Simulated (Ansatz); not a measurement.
# H₉NOSi₂ (built from SMILES N[SiH3].O[SiH3]): search for a transition state

Wanted: the transition state of a four-centre ligand exchange (form Si1–O7, H2–H6 and break Si1–H2, H6–O7). The guess is relaxed with those distances held, a saddle search follows, and vibrations and two downhill relaxations check it.

Program: Ansatz 0.2.0, Gaussian basis. Level of theory: PBE0-D4, def2-SVP first, then def2-TZVP. These are calculated values, not measurements.

152 further runs of the same task are left out: 152 set aside as unsound or not needed.

## 1. Starting geometry

The guess: 13 atoms, charge 0, spin multiplicity 1.

Atoms are counted from 1 here; the program's logs count them from 0.

Bond lengths: Si1–H3 1.480 Å, Si1–H4 1.454 Å, Si1–N5 1.718 Å, Si1–O7 1.793 Å, N5–H9 1.006 Å, N5–H10 1.006 Å, H6–O7 1.119 Å, O7–Si8 1.638 Å, Si8–H11 1.460 Å, Si8–H12 1.457 Å, Si8–H13 1.459 Å. Angles: H3–Si1–H4 102.2°, H3–Si1–N5 98.6°, H3–Si1–O7 95.9°, H4–Si1–N5 131.9°, H4–Si1–O7 110.9°, N5–Si1–O7 109.4°, Si1–N5–H9 116.8°, Si1–N5–H10 118.7°, H9–N5–H10 110.1°, Si1–O7–H6 84.6°, Si1–O7–Si8 139.9°, H6–O7–Si8 135.5°, O7–Si8–H11 102.4°, O7–Si8–H12 108.9°, O7–Si8–H13 108.1°, H11–Si8–H12 112.7°, H11–Si8–H13 112.4°, H12–Si8–H13 111.8°.

As a file:

```
atom    x (Å)    y (Å)    z (Å)
 Si1  -0.8635   0.4385   0.5865
  H2  -0.0853  -0.8768   1.8623
  H3  -1.2364   1.2309  -0.6061
  H4  -2.1206  -0.2042   0.9327
  N5   0.0805   1.6235   1.3964
  H6   0.3883  -1.1419   0.7365
  O7   0.2202  -0.6988  -0.2777
 Si8   0.7523  -1.0152  -1.7942
  H9  -0.2426   2.5753   1.3445
 H10   0.4154   1.4224   2.3240
 H11   1.6325  -2.1616  -1.5858
 H12   1.4624   0.1537  -2.2979
 H13  -0.4034  -1.3457  -2.6212
```

Distances that are to change: Si1–O7 1.79 Å, H2–H6 1.25 Å, Si1–H2 1.99 Å, H6–O7 1.12 Å.

## 2. Constrained relaxation of the guess

hold/in.yaml

```yaml
crystal:
  periodic: [false, false, false]
  atoms:
    - {symbol: Si, position_ang: [-0.863500, 0.438500, 0.586500]}
    - {symbol: H, position_ang: [-0.085300, -0.876800, 1.862300]}
    - {symbol: H, position_ang: [-1.236400, 1.230900, -0.606100]}
    - {symbol: H, position_ang: [-2.120600, -0.204200, 0.932700]}
    - {symbol: N, position_ang: [0.080500, 1.623500, 1.396400]}
    - {symbol: H, position_ang: [0.388300, -1.141900, 0.736500]}
    - {symbol: O, position_ang: [0.220200, -0.698800, -0.277700]}
    - {symbol: Si, position_ang: [0.752300, -1.015200, -1.794200]}
    - {symbol: H, position_ang: [-0.242600, 2.575300, 1.344500]}
    - {symbol: H, position_ang: [0.415400, 1.422400, 2.324000]}
    - {symbol: H, position_ang: [1.632500, -2.161600, -1.585800]}
    - {symbol: H, position_ang: [1.462400, 0.153700, -2.297900]}
    - {symbol: H, position_ang: [-0.403400, -1.345700, -2.621200]}
basis:
  gaussian: {orbitals: def2-SVP}
hamiltonian: {xc: pbe0, dispersion: d4}
relax: {f_tol: 0.04, max_steps: 150, escape_saddle: false, constraints: [{distance: [0, 6]}, {distance: [1, 5]}, {distance: [0, 1]}, {distance: [5, 6]}]}
```

On the command line:

```console
> ansatz run in.yaml --threads 8 --pin off --events-out ev --progress --plain --max-ram 19148MiB
```

Further steps of the session: A starting Hessian; Saddle search in the small basis; Saddle search in triple zeta; Vibrations at the point found; Relaxing after a step of 0.30 Å one way along the mode; Relaxing after a step of 0.30 Å the other way along the mode.

Before running it: what results should come out? Wanted: imaginary mode; barrier from the start side; barrier from the end side; energy of the step; pairs that change; zero-point energy at the saddle.

As calculated:

| quantity | value |
| --- | --- |
| imaginary mode | 1028i cm⁻¹ |
| barrier from the start side | 28.1 kcal/mol |
| barrier from the end side | 52.3 kcal/mol |
| energy of the step | -24.1 kcal/mol |
| pairs that change | Si1–O7 formed, H2–H6 formed, Si1–H2 broken, H6–O7 broken |
| zero-point energy at the saddle | 2.402 eV |

**Reading.** The point has a single imaginary mode (1028i cm⁻¹), as a transition state must. The two relaxations end on the structures that were planned. At PBE0-D4/def2-TZVP the electronic barrier is 28.1 kcal/mol, about 47 kT at 298 K, and the step runs 24.1 kcal/mol downhill. The barrier is thin enough for tunnelling; the leading (Wigner) term alone is a factor of 2.0 at 298 K. A step off the saddle overshot and began above it in energy, so the link to its end is likely but not proven. The ends are the nearest minima, not always the lowest complexes.
